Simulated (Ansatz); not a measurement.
# H₂Br (doublet): from Hartree-Fock to the top rungs at distance Br1–H2 along a hydrogen transfer = 1.695 Å, 6-31G

How much of the correlation energy of H₂Br (doublet) does each wave-function method recover here?

Program: Ansatz 0.2.0, Gaussian basis. Level of theory: 6-31G, core rule «outside noble gas», up to 14 orbitals frozen. These are calculated values, not measurements.

The runs, in order: UHF; CCSD(T) on ROHF; CCSD(T) on UHF; BCCD(T) on ROHF; CISD; CCSDT(Q) on ROHF; CCSDT(Q) on UHF; CISDTQ; CCSDTQ on ROHF; CASSCF and MRCISD+Q, 3 electrons in 3 orbitals; CASSCF and NEVPT2, 3 electrons in 3 orbitals; CASSCF and MRCISD+Q, 9 electrons in 6 orbitals; CASSCF and NEVPT2, 9 electrons in 6 orbitals; Full CI.

6 further runs of the same task are left out: 5 that didn't finish, 1 set aside as unsound or not needed.

### Step 1. The geometry

The geometry derives from fragments relaxed apart (PBE0/def2-TZVP) and kept rigid, so it is no stationary point. A hydrogen atom is moved between rigid fragments. No spin-orbit coupling is included. The filled d shell of Br may be among the frozen orbitals whatever the setting's name suggests; the logs give the count.

3 atoms, charge 0, spin multiplicity 2.

Atoms are counted from 1 here; the program's logs count them from 0.

Bond lengths: Br1–H2 1.695 Å, H2–H3 0.745 Å. Angles: Br1–H2–H3 180.0°.

### Step 2. UHF

in.yaml

```yaml
crystal:
  periodic: [false, false, false]
  atoms:
    - {symbol: Br, position_ang: [0.000000, 0.000000, -1.378333]}
    - {symbol: H, position_ang: [0.000000, 0.000000, 0.316667]}
    - {symbol: H, position_ang: [0.000000, 0.000000, 1.061667]}
basis:
  gaussian: {orbitals: 6-31G}
magnetization: {spin_polarized: true, initial_magnetization: 1}
hamiltonian: {xc: hf}
output: {orbitals: {seedname: orbitals}}
```

Launch:

```bash
$ ansatz run in.yaml --threads 1 --pin off --events-out ev --progress --plain --max-ram 2393MiB
```

After this run come: CCSD(T) on ROHF; CCSD(T) on UHF; BCCD(T) on ROHF; CISD; CCSDT(Q) on ROHF; CCSDT(Q) on UHF; CISDTQ; CCSDTQ on ROHF; CASSCF and MRCISD+Q, 3 electrons in 3 orbitals; CASSCF and NEVPT2, 3 electrons in 3 orbitals; CASSCF and MRCISD+Q, 9 electrons in 6 orbitals; CASSCF and NEVPT2, 9 electrons in 6 orbitals; Full CI.

**Question.** What will the summary of the whole plan be? Wanted: FCI below the RHF energy; RMP2 from FCI; UMP2 from FCI; RCCSD from FCI; RCCSD(T) from FCI; UCCSD(T) from FCI; RCCSDT(Q) from FCI; UCCSDT(Q) from FCI; NEVPT2 pair from FCI.

As calculated:

| quantity | value |
| --- | --- |
| FCI below the RHF energy | -1.7492 eV |
| RMP2 from FCI | +36.9 kJ/mol |
| UMP2 from FCI | +35.2 kJ/mol |
| RCCSD from FCI | +1.8 kJ/mol |
| RCCSD(T) from FCI | +0.3 kJ/mol |
| UCCSD(T) from FCI | +0.3 kJ/mol |
| RCCSDT(Q) from FCI | 0.0 kJ/mol |
| UCCSDT(Q) from FCI | 0.0 kJ/mol |
| NEVPT2 pair from FCI | +21.8 kJ/mol |
| MRCISD+Q pair from FCI | +1.5 kJ/mol |
| NEVPT2 valence from FCI | +30.1 kJ/mol |
| levels within 1 kcal/mol (43 meV) | RCCSD, UCCSD, RCCSD(T), UCCSD(T), BCCD(T), RCCSDT, UCCSDT, CISDTQ, RCCSDT(Q), UCCSDT(Q), RCCSDTQ, MRCISD pair, MRCISD+Q pair, MRCISD valence, MRCISD+Q valence |
| T1 diagnostic | 0.019 |
| effectively unpaired electrons | 1.01 |

**Reading.** RCCSD(T) lands +0.3 kJ/mol from the yardstick (0.2 % of the correlation energy). One determinant dominates. Of the multireference levels listed MRCISD+Q valence comes nearest in total energy (+1.5 kJ/mol), which doesn't show that its space is the better one. These misses are within one basis, not against nature; the frozen cores of restricted and unrestricted runs differ, which can shift their rows.
